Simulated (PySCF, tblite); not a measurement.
# C₂H₁₄NPSi₃: geometry, infrared bands and NMR shifts

Wanted: the infrared bands and NMR shifts of C₂H₁₄NPSi₃ (`CN(C)[SiH2]P[SiH2][SiH3]`), by calculation.

Programs: tblite 0.8.0 and PySCF 2.14.0, with density-fitted response routines of our own. Each step states its level of theory. These are calculated values for one molecule in the gas phase, unless marked as measured. Atoms are numbered from 0 throughout.

### 1 Starting geometry

21 atoms, charge 0, multiplicity 1; geometry from: force field or distance geometry start.

Bonds of the start (Å): C0–N1 1.44, N1–C2 1.44, N1–Si3 1.78, Si3–P4 2.21, P4–Si5 2.22, Si5–Si6 2.22, C0–H7 1.12, C0–H8 1.12, C0–H9 1.10, C2–H10 1.12, C2–H11 1.10, C2–H12 1.12, Si3–H13 1.46, Si3–H14 1.47, P4–H15 1.46, Si5–H16 1.47, Si5–H17 1.46, Si6–H18 1.46, Si6–H19 1.47, Si6–H20 1.47.

### 2 Optimising the geometry with GFN2-xTB

Job settings and geometry (Å):

```
{"job": {"kind": "relax", "xc": "GFN2-xTB", "basis": "xTB"}, "charge": 0, "multiplicity": 1}
C     -2.214200    -1.601100    -0.406400
N     -2.281800    -0.503700     0.524800
C     -3.291100     0.476200     0.202500
Si    -0.741200     0.369700     0.655700
P      0.946300    -0.717100    -0.266800
Si     2.573700     0.780600    -0.448500
Si     4.218100     0.232700     0.945700
H     -2.868700    -1.368200    -1.283700
H     -2.574400    -2.509400     0.141100
H     -1.178800    -1.742700    -0.743900
H     -4.316000     0.044100     0.287500
H     -3.096900     0.879000    -0.807600
H     -3.159800     1.332200     0.914100
H     -0.426300     0.582900     2.070400
H     -0.881400     1.624900    -0.097600
H      0.552400    -1.104100    -1.616800
H      2.071800     2.114600    -0.073500
H      2.983100     0.820600    -1.846200
H      5.116100     1.368900     1.143400
H      4.894600    -0.941400     0.383000
H      3.665500    -0.121900     2.263200
```

Started as:

```bash
> OMP_NUM_THREADS=1 python probes_run.py task.json out
```

The driver reads the jobs from task.json and runs them one after another.

**Question.** This job is followed by: GFN2-xTB harmonic vibrations, gas phase; GIAO PBE0/pcSseg-1 NMR shielding, non-relativistic, gas phase. What will the session give for the following? strongest single infrared mode (GFN2-xTB); zero-point energy (GFN2-xTB); 13C shifts against TMS (PBE0/pcSseg-1, means over atoms taken as alike); 1H shifts against TMS (PBE0/pcSseg-1, means over atoms taken as alike); 15N shifts against NH3 (PBE0/pcSseg-1); 29Si shifts against TMS (PBE0/pcSseg-1); 31P shifts against H3PO4 (PBE0/pcSseg-1).

**Answer**, as computed:

| quantity | value |
| --- | --- |
| strongest single infrared mode (GFN2-xTB) | 775 cm⁻¹, 493 km/mol |
| zero-point energy (GFN2-xTB) | 92.4 kcal/mol |
| 13C shifts against TMS (PBE0/pcSseg-1, means over atoms taken as alike) | 41.2 ppm |
| 1H shifts against TMS (PBE0/pcSseg-1, means over atoms taken as alike) | 5.06, 4.23, 3.44, 2.69, 0.68 ppm |
| 15N shifts against NH3 (PBE0/pcSseg-1) | 11.6 ppm |
| 29Si shifts against TMS (PBE0/pcSseg-1) | -25.5, -94.7, -116.4 ppm |
| 31P shifts against H3PO4 (PBE0/pcSseg-1) | -325.9 ppm |

**Reading.** Relaxing lowered the energy by 1.011 eV in 203 steps; the close pair that moved most is Si5–Si6, from 2.224 to 2.314 Å. No mode is imaginary among the 57: a minimum at this level. The strongest single mode, at 775 cm⁻¹, has its largest shares on H19, H20, H18 and H17 (the list is cut at 4 atoms). Unscaled tight-binding wavenumbers are off by several per cent, some by more. Its intensities can rank the bands wrongly.
